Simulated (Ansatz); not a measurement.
# F3H2NZr: molecular dynamics

The plan is to follow the molecule's vibrations and see whether its bonds hold. The start is relaxed first. Runs: 40 steps of 3 fs under a Langevin thermostat at 500 K; 150 steps of 0.5 fs under a Langevin thermostat at 300 K.

All numbers below are computed with Ansatz 0.2.0 (RHF/def2-SVP).

### 1 The starting structure

Bond lengths: Zr1–N2 2.210 Å, N2–H3 1.060 Å, N2–H4 1.060 Å, Zr1–F5 1.980 Å, Zr1–F6 1.979 Å, Zr1–F7 1.979 Å. Angles: Zr1–N2–H3 120.0°, Zr1–N2–H4 120.0°, H3–N2–H4 120.0°, N2–Zr1–F5 109.4°, N2–Zr1–F6 109.5°, N2–Zr1–F7 109.5°, F5–Zr1–F6 109.5°, F5–Zr1–F7 109.5°, F6–Zr1–F7 109.5°.

As a file:

```xyz
7

Zr    0.0000    0.0000    0.0000
N     0.0000    0.0000    2.2100
H    -0.8770   -0.2713    2.7400
H     0.8770    0.2713    2.7400
F     1.8671    0.0000   -0.6593
F    -0.9326    1.6157   -0.6593
F    -0.9326   -1.6157   -0.6593
```

### 2 Relaxing the start

Input file input.yaml:

```yaml
crystal:
  periodic: [false, false, false]
  atoms:
    - { symbol: Zr, position_ang: [0.0, 0.0, 0.0] }
    - { symbol: "N", position_ang: [0.0, 0.0, 2.21] }
    - { symbol: H, position_ang: [-0.877, -0.2713, 2.74] }
    - { symbol: H, position_ang: [0.877, 0.2713, 2.74] }
    - { symbol: F, position_ang: [1.8671, 0.0, -0.6593] }
    - { symbol: F, position_ang: [-0.9326, 1.6157, -0.6593] }
    - { symbol: F, position_ang: [-0.9326, -1.6157, -0.6593] }
basis:
  gaussian: { orbitals: def2-SVP }
hamiltonian:
  xc: hf
relax:
  f_tol: 0.02
  max_steps: 40
output:
  orbitals: {}
```

Run with:

```bash
> ansatz run input.yaml --threads 1 --pin off --max-ram 2048MiB --backend cpu --events-out ev --progress --plain --runs-dir out
```

The program printed (excerpt; [...] marks lines left out):

```text
Warning: RAYON_NUM_THREADS=1 ignored (pool sized by the plan → 1); use --threads N
[...]
Functional definition: HF
[...]
1041 factors; integrals over basis functions are off by at most 3.1e-4 eV
[...]
mean field -10896.51814790 eV, -400.4396560102 hartree, gradient 7.4e-5 eV, S^2 0.000000; 0 other end points of the search recorded, 0 dependent functions left out
[...]
reference -10896.51814790 eV, -400.4396560102 hartree; 24, 24 occupied and 73, 73 virtual orbitals, 1041 factors
relax step   1: F+E_penalty+E_count = -10896.51814790 eV  Δ(F+E_penalty+E_count) = +0.000e0 eV  max|allowed force component| = 2.408e0 eV/Å  Δτ_max = 0.0000 Å  (39 SCF iters, accepted)
[...]
relax step   5: F+E_penalty+E_count = -10897.30539174 eV  Δ(F+E_penalty+E_count) = -6.383e-4 eV  max|allowed force component| = 5.049e-2 eV/Å  Δτ_max = 0.0174 Å  (40 SCF iters, accepted)
[...]
relax step   6: F+E_penalty+E_count = -10897.30565157 eV  Δ(F+E_penalty+E_count) = -2.598e-4 eV  max|allowed force component| = 1.766e-2 eV/Å  Δτ_max = 0.0073 Å  (39 SCF iters, accepted)
1041 factors; integrals over basis functions are off by at most 3.7e-4 eV
[...]
mean field -10897.30565157 eV, -400.4685962362 hartree, gradient 1.1e-5 eV, S^2 0.000000; 1 other end points of the search recorded, 0 dependent functions left out
[...]
reference -10897.30565157 eV, -400.4685962362 hartree; 24, 24 occupied and 73, 73 virtual orbitals, 1041 factors
Total energy: -10897.30565157 eV, -400.4685962362 hartree
Atom 0 at     0.006909    -0.005438     0.044222 Å, force     0.000884     0.002545     0.014190 eV/Å
Atom 1 at     0.011174    -0.010312     2.068822 Å, force    -0.008830    -0.004930    -0.017657 eV/Å
Atom 2 at    -0.766546    -0.247973     2.662251 Å, force     0.005877     0.002763     0.005263 eV/Å
Atom 3 at     0.792430     0.232593     2.655379 Å, force     0.000652     0.001142     0.003161 eV/Å
Atom 4 at     1.829681     0.034642    -0.527568 Å, force    -0.002391    -0.000542    -0.001769 eV/Å
Atom 5 at    -0.915280     1.535886    -0.621066 Å, force     0.001881    -0.001855    -0.001021 eV/Å
Atom 6 at    -0.956466    -1.539397    -0.569940 Å, force     0.001928     0.000876    -0.002167 eV/Å
Dipole moment:     0.041890    -0.028445     0.583369 e Å
```

Wall time 14 s (1 thread of Arm Neoverse V2, shared host); peak memory 0.18 GiB.

Step by step:

| step | energy from step 1 (eV) | largest force component (eV/Å) |
| --- | --- | --- |
| 1 | 0.0000 | 2.4084 |
| 2 | -0.4046 | 4.9692 |
| 3 | -0.7774 | 0.6548 |
| 4 | -0.7866 | 0.0561 |
| 5 | -0.7872 | 0.0505 |
| 6 | -0.7875 | 0.0177 |

Step 1 is the start.

After: Bond lengths: Zr1–N2 2.025 Å, N2–H3 1.007 Å, N2–H4 1.007 Å, Zr1–F5 1.911 Å, Zr1–F6 1.915 Å, Zr1–F7 1.913 Å. Angles: Zr1–N2–H3 126.0°, Zr1–N2–H4 125.7°, H3–N2–H4 108.2°, N2–Zr1–F5 107.3°, N2–Zr1–F6 110.5°, N2–Zr1–F7 108.7°, F5–Zr1–F6 109.8°, F5–Zr1–F7 113.7°, F6–Zr1–F7 106.9°.

### 3 Run 1

40 steps of 3 fs under a Langevin thermostat at 500 K, from the relaxed start.

Input file input.yaml:

```yaml
crystal:
  periodic: [false, false, false]
  atoms:
    - { symbol: Zr, position_ang: [0.006909, -0.005438, 0.044222] }
    - { symbol: "N", position_ang: [0.011174, -0.010312, 2.068822] }
    - { symbol: H, position_ang: [-0.766546, -0.247973, 2.662251] }
    - { symbol: H, position_ang: [0.79243, 0.232593, 2.655379] }
    - { symbol: F, position_ang: [1.829681, 0.034642, -0.527568] }
    - { symbol: F, position_ang: [-0.91528, 1.535886, -0.621066] }
    - { symbol: F, position_ang: [-0.956466, -1.539397, -0.56994] }
basis:
  gaussian: { orbitals: def2-SVP }
hamiltonian:
  xc: hf
md:
  timestep: 3.0
  n_steps: 40
  ensemble: nvt_langevin
  temperature: 500.0
  initial_velocities: maxwell_boltzmann
  seed: 933408
  friction: 0.005
```

Run with:

```bash
> ansatz run input.yaml --threads 1 --pin off --max-ram 2048MiB --backend cpu --events-out ev --progress --plain --runs-dir out
```

The program printed (excerpt; [...] marks lines left out):

```text
Warning: RAYON_NUM_THREADS=1 ignored (pool sized by the plan → 1); use --threads N
[...]
[... 1 set-up line as earlier in the session ...]
[...]
1040 factors; integrals over basis functions are off by at most 3.0e-4 eV
[...]
mean field -10897.30564974 eV, -400.4685961688 hartree, gradient 5.8e-5 eV, S^2 0.000000; 0 other end points of the search recorded, 0 dependent functions left out
[...]
reference -10897.30564974 eV, -400.4685961688 hartree; 24, 24 occupied and 73, 73 virtual orbitals, 1040 factors
md step     0: t =     0.00 fs  T =   428.6 K  F+E_penalty+E_count = -10897.30564974 eV  E_kin = 0.387780 eV  (38 SCF iters)
[...]
md step    10: t =    30.00 fs  T = 435404.5 K  F+E_penalty+E_count = -10873.45852570 eV  E_kin = 393.962668 eV  (87 SCF iters)
[...]
md step    20: t =    60.00 fs  T = 321679.8 K  F+E_penalty+E_count = -10871.19537140 eV  E_kin = 291.062288 eV  (222 SCF iters)
[...]
md step    39: t =   117.00 fs  T = 183868.0 K  F+E_penalty+E_count = -10870.90713757 eV  E_kin = 166.367440 eV  (319 SCF iters)
[...]
md step    40: t =   120.00 fs  T = 178375.2 K  F+E_penalty+E_count = -10870.76682099 eV  E_kin = 161.397487 eV  (951 SCF iters)
Total energy: -10870.76682099 eV, -399.4933122009 hartree
Atom 0 at     0.016253     0.147196    -0.418524 Å, force     2.179032    -3.410283    -0.400372 eV/Å
Atom 1 at    13.286931     6.277477    -3.405862 Å, force    -0.023048    -0.010543     0.006736 eV/Å
Atom 2 at  -197.586307   -82.290655   118.587694 Å, force     0.000103     0.000040    -0.000054 eV/Å
Atom 3 at     5.028279    -5.805029    15.245897 Å, force    -0.001454     0.002520    -0.005644 eV/Å
Atom 4 at     1.754369    -0.196743    -1.347168 Å, force    -2.346954     0.526660     1.312260 eV/Å
Atom 5 at    -0.977808     1.589636    -0.909713 Å, force    -0.907389     1.568724    -0.478993 eV/Å
Atom 6 at    -1.108335    -1.329668     0.157404 Å, force     1.099712     1.322883    -0.433932 eV/Å
Dipole moment:    18.517285     8.869177   -13.815202 e Å
```

Wall time 3.3 min (1 thread of Arm Neoverse V2, shared host); peak memory 0.23 GiB.

### 4 Frames and traces

The trajectory, every 2 steps (energies from step 0):

| time (fs) | T (K) | potential energy change (meV/atom) |
| --- | --- | --- |
| 0.0 | 429 | 0.0 |
| 6.0 | 420 | 231.9 |
| 12.0 | 116822 | 2048.1 |
| 18.0 | 497497 | 2604.3 |
| 24.0 | 464896 | 3025.7 |
| 30.0 | 435404 | 3406.7 |
| 36.0 | 410528 | 3563.0 |
| 42.0 | 384824 | 3622.4 |
| 48.0 | 363094 | 3661.7 |
| 54.0 | 342288 | 3724.4 |
| 60.0 | 321680 | 3730.0 |
| 66.0 | 304372 | 3722.0 |
| 72.0 | 285623 | 3748.7 |
| 78.0 | 266674 | 3782.7 |
| 84.0 | 251947 | 3768.0 |
| 90.0 | 236824 | 3736.3 |
| 96.0 | 223734 | 3766.6 |
| 102.0 | 211255 | 3795.4 |
| 108.0 | 199712 | 3765.2 |
| 114.0 | 188791 | 3756.6 |
| 120.0 | 178375 | 3791.3 |

time (fs), T (K) and a bar:
```
      0.0        429 
      6.0        420 
      9.0       1180 
     15.0     512390 ##############################
     21.0     481270 ############################
     27.0     449041 ##########################
     30.0     435404 #########################
     36.0     410528 ########################
     42.0     384824 #######################
     48.0     363094 #####################
     51.0     352481 #####################
     57.0     332158 ###################
     63.0     312315 ##################
     69.0     295578 #################
     72.0     285623 #################
     78.0     266674 ################
     84.0     251947 ###############
     90.0     236824 ##############
     93.0     230090 #############
     99.0     217389 #############
    105.0     205645 ############
    111.0     193968 ###########
    114.0     188791 ###########
    120.0     178375 ##########
```

Bonds that form or break, judged by distance (formed within 1.15 times the sum of covalent radii and held on average over 12 fs, broken when stretched by half; pairs already stretched at the start don't count as bonds):

| time (fs) | bond | event |
| --- | --- | --- |
| 15.0 | N2–H3 | breaks |
| 18.0 | N2–H4 | breaks |
| 33.0 | Zr1–N2 | breaks |

Reading of run 1. The temperature runs away to 512390 K: the integration has become unstable, and nothing after that is physical.

### 5 Run 2

150 steps of 0.5 fs under a Langevin thermostat at 300 K, from the relaxed start.

input.yaml: that of step 3 with these lines changed.

```diff
@@ -15,8 +15,8 @@
 md:
-  timestep: 3.0
-  n_steps: 40
+  timestep: 0.5
+  n_steps: 150
   ensemble: nvt_langevin
-  temperature: 500.0
+  temperature: 300.0
   initial_velocities: maxwell_boltzmann
-  seed: 933408
+  seed: 964932
   friction: 0.005
```

Run with:

```bash
> ansatz run input.yaml --threads 1 --pin off --max-ram 2048MiB --backend cpu --events-out ev --progress --plain --runs-dir out
```

The program printed (excerpt; [...] marks lines left out):

```text
Warning: RAYON_NUM_THREADS=1 ignored (pool sized by the plan → 1); use --threads N
[...]
[... 1 set-up line as earlier in the session ...]
[...]
1040 factors; integrals over basis functions are off by at most 3.0e-4 eV
[...]
mean field -10897.30564974 eV, -400.4685961688 hartree, gradient 5.8e-5 eV, S^2 0.000000; 0 other end points of the search recorded, 0 dependent functions left out
[...]
reference -10897.30564974 eV, -400.4685961688 hartree; 24, 24 occupied and 73, 73 virtual orbitals, 1040 factors
md step     0: t =     0.00 fs  T =   257.1 K  F+E_penalty+E_count = -10897.30564974 eV  E_kin = 0.232668 eV  (38 SCF iters)
[...]
md step    18: t =     9.00 fs  T =   137.7 K  F+E_penalty+E_count = -10897.22610687 eV  E_kin = 0.124589 eV  (40 SCF iters)
[...]
md step    36: t =    18.00 fs  T =   166.5 K  F+E_penalty+E_count = -10897.24078574 eV  E_kin = 0.150637 eV  (39 SCF iters)
[...]
md step    54: t =    27.00 fs  T =   203.0 K  F+E_penalty+E_count = -10897.25487174 eV  E_kin = 0.183651 eV  (39 SCF iters)
[...]
md step    72: t =    36.00 fs  T =   118.0 K  F+E_penalty+E_count = -10897.17258442 eV  E_kin = 0.106788 eV  (41 SCF iters)
md step    73: t =    36.50 fs  T =   106.6 K  F+E_penalty+E_count = -10897.16132916 eV  E_kin = 0.096431 eV  (40 SCF iters)
md step    74: t =    37.00 fs  T =    90.2 K  F+E_penalty+E_count = -10897.14811221 eV  E_kin = 0.081634 eV  (41 SCF iters)
```

### 6 More of the same log: dynamics from the start

Output, continued (excerpt; [...] marks lines left out):

```text
md step    75: t =    37.50 fs  T =    89.2 K  F+E_penalty+E_count = -10897.13786686 eV  E_kin = 0.080694 eV  (41 SCF iters)
[...]
md step    94: t =    47.00 fs  T =   105.9 K  F+E_penalty+E_count = -10897.20014900 eV  E_kin = 0.095827 eV  (41 SCF iters)
[...]
md step   113: t =    56.50 fs  T =   131.0 K  F+E_penalty+E_count = -10897.21058867 eV  E_kin = 0.118534 eV  (40 SCF iters)
[...]
md step   132: t =    66.00 fs  T =    84.5 K  F+E_penalty+E_count = -10897.19804026 eV  E_kin = 0.076428 eV  (39 SCF iters)
[...]
md step   149: t =    74.50 fs  T =   124.0 K  F+E_penalty+E_count = -10897.22909380 eV  E_kin = 0.112172 eV  (39 SCF iters)
[...]
md step   150: t =    75.00 fs  T =   123.6 K  F+E_penalty+E_count = -10897.22827153 eV  E_kin = 0.111863 eV  (63 SCF iters)
Total energy: -10897.22827153 eV, -400.4657525721 hartree
Atom 0 at     0.011462    -0.020677     0.077407 Å, force     0.211555    -0.217359    -0.447184 eV/Å
Atom 1 at    -0.018194     0.117582     2.082074 Å, force     0.091166    -0.045585     1.871170 eV/Å
Atom 2 at    -0.912370     0.124624     2.576792 Å, force     0.322639    -0.012634    -0.456498 eV/Å
Atom 3 at     0.672146     0.194525     2.843029 Å, force    -0.430716    -0.091767    -1.113549 eV/Å
Atom 4 at     1.792035    -0.170748    -0.621515 Å, force    -0.160820    -0.035981     0.186076 eV/Å
Atom 5 at    -0.748761     1.602520    -0.553996 Å, force    -0.173250     0.215869    -0.191400 eV/Å
Atom 6 at    -1.128036    -1.448646    -0.531440 Å, force     0.139426     0.187456     0.151384 eV/Å
Dipole moment:     0.029899    -0.034882     0.664384 e Å
```

Run time: 4.4 min. Hardware: 1 thread of Arm Neoverse V2, shared host; peak memory 0.18 GiB.

### 7 What the atoms did

One step in 11; energies are changes from step 0:

| time (fs) | T (K) | potential energy change (meV/atom) |
| --- | --- | --- |
| 0.0 | 257 | 0.0 |
| 5.5 | 190 | 7.3 |
| 11.0 | 78 | 18.1 |
| 16.5 | 138 | 14.2 |
| 22.0 | 206 | 6.4 |
| 27.5 | 179 | 8.9 |
| 33.0 | 87 | 22.3 |
| 38.5 | 96 | 23.8 |
| 44.0 | 130 | 17.1 |
| 49.5 | 145 | 10.4 |
| 55.0 | 111 | 13.5 |
| 60.5 | 99 | 17.9 |
| 66.0 | 84 | 15.4 |
| 71.5 | 123 | 9.8 |
| 75.0 | 124 | 11.1 |

time (fs), T (K) and a bar:
```
      0.0        257 ##############################
      3.5        198 #####################
      6.5        154 ##############
     10.0        108 #######
     13.0        139 ############
     16.5        138 ############
     19.5        138 ############
     23.0        212 #######################
     26.0        192 ####################
     29.5        121 #########
     32.5        113 ########
     36.0        118 #########
     39.0        108 #######
     42.5         85 ####
     45.5        136 ###########
     49.0        138 ############
     52.0        120 #########
     55.5        110 #######
     58.5        146 #############
     62.0        131 ###########
     65.0         62 
     68.5         77 ##
     71.5        123 #########
     75.0        124 #########
```

### 8 Positions and forces

Extended XYZ, with forces in eV/Å:

```xyz
7
time_fs=9.5 T=121 dE=0.0885
Zr    0.015   -0.014    0.067   -0.633    0.466   -2.247
N     0.019    0.017    2.038   -0.633   -0.487    1.417
H    -0.784   -0.325    2.570    0.525    0.293   -0.207
H     0.755    0.243    2.680    0.066    0.072    0.105
F     1.825   -0.004   -0.567   -0.172    0.001    0.154
F    -0.915    1.567   -0.617    0.501   -0.779    0.401
F    -1.002   -1.521   -0.605    0.347    0.434    0.377
7
time_fs=19.0 T=154 dE=0.0786
Zr    0.015   -0.014    0.073   -0.572    0.103   -1.515
N     0.018    0.036    2.061   -1.420   -0.606    1.360
H    -0.835   -0.270    2.573    1.178    0.437   -0.581
H     0.694    0.331    2.737    0.172    0.053    0.123
F     1.800   -0.037   -0.597    0.136    0.020    0.063
F    -0.884    1.558   -0.598    0.239   -0.305    0.188
F    -1.026   -1.490   -0.614    0.268    0.297    0.362
7
time_fs=28.0 T=172 dE=0.0824
Zr    0.011   -0.011    0.068    0.283   -0.537    1.030
N    -0.001    0.052    2.133   -1.503   -0.550   -0.356
H    -0.849   -0.181    2.684    1.145    0.302   -0.668
H     0.701    0.369    2.764    0.358    0.111    0.292
F     1.788   -0.067   -0.613    0.227    0.033    0.005
F    -0.851    1.529   -0.571   -0.403    0.854   -0.370
F    -1.034   -1.449   -0.616   -0.108   -0.213    0.069
7
time_fs=37.5 T=89 dE=0.1678
Zr    0.011   -0.019    0.067    0.896    0.174    1.981
N    -0.035    0.065    2.170   -1.455   -0.424   -0.423
H    -0.857   -0.078    2.802    1.329    0.188   -1.181
H     0.728    0.353    2.748    0.296    0.061    0.163
F     1.796   -0.087   -0.628   -0.093    0.006    0.155
F    -0.829    1.534   -0.564   -0.401    0.843   -0.416
F    -1.040   -1.414   -0.614   -0.572   -0.847   -0.279
7
time_fs=47.0 T=106 dE=0.1055
Zr    0.021   -0.028    0.074    0.231    0.766    0.620
N    -0.058    0.081    2.136   -0.948   -0.260    0.014
H    -0.881    0.012    2.772    1.343    0.099   -0.994
H     0.763    0.297    2.678   -0.103   -0.025    0.195
F     1.808   -0.110   -0.638   -0.279   -0.019    0.320
F    -0.815    1.565   -0.571    0.066   -0.048   -0.051
F    -1.064   -1.415   -0.607   -0.310   -0.513   -0.103
7
time_fs=56.0 T=117 dE=0.1008
Zr    0.027   -0.026    0.082   -0.991    0.345   -1.174
N    -0.049    0.101    2.074   -1.459   -0.137    1.611
H    -0.892    0.090    2.691    1.183   -0.036   -1.138
H     0.722    0.263    2.685    0.500    0.054    0.247
F     1.789   -0.127   -0.630    0.339   -0.053    0.119
F    -0.803    1.585   -0.573    0.207   -0.328    0.087
F    -1.097   -1.434   -0.598    0.220    0.153    0.247
7
time_fs=65.5 T=78 dE=0.1171
Zr    0.022   -0.020    0.084   -0.789   -0.219   -1.598
N    -0.029    0.123    2.055   -1.031   -0.151    1.551
H    -0.955    0.095    2.530    1.452    0.090   -0.332
H     0.723    0.254    2.715   -0.363   -0.037    0.083
F     1.779   -0.154   -0.624    0.453   -0.059    0.041
F    -0.776    1.591   -0.563   -0.027    0.063   -0.072
F    -1.126   -1.437   -0.573    0.306    0.313    0.327
7
time_fs=75.0 T=124 dE=0.0774
Zr    0.011   -0.021    0.077    0.212   -0.217   -0.447
N    -0.018    0.118    2.082    0.091   -0.046    1.871
H    -0.912    0.125    2.577    0.323   -0.013   -0.457
H     0.672    0.195    2.843   -0.431   -0.092   -1.113
F     1.792   -0.171   -0.622   -0.161   -0.036    0.186
F    -0.749    1.603   -0.554   -0.173    0.216   -0.191
F    -1.128   -1.449   -0.531    0.139    0.188    0.151
```

Reading of run 2. Against a set 300 K the second half averages 113 K with a spread of 22 K; 15 meV/atom has gone into potential energy, and a thermostat that acts over some 200 fs has not made it up in 75 fs. The bonding pattern survives the run.

### 9 Results

| quantity | value |
| --- | --- |
| relaxation of the start | 5 moves, 0.788 eV lower |
| run 1: length | 40 steps of 3 fs |
| run 1: temperature, first and last step | 429 and 178375 K |
| run 1: temperature, second half | mean 242267 K, from 178375 to 321680 K |
| run 1: potential energy, second half | +3760 meV/atom from this run's first step |
| run 1: bonds formed or broken | 3 |
| run 2: length | 150 steps of 0.5 fs |
| run 2: temperature, first and last step | 257 and 124 K |
| run 2: temperature, second half | mean 113 K, from 57 to 155 K |
| run 2: potential energy, second half | +15 meV/atom from this run's first step |
| run 2: bonds formed or broken | 0 |

In words: Mean temperatures of the second halves: none that means anything (unstable run), 113 K. Bonds changed in run 1 (an artefact of the unstable or too long step). Averages from a run of 75 fs with 7 atoms are rough. The nuclei move classically, without zero-point motion, which matters most for hydrogen.
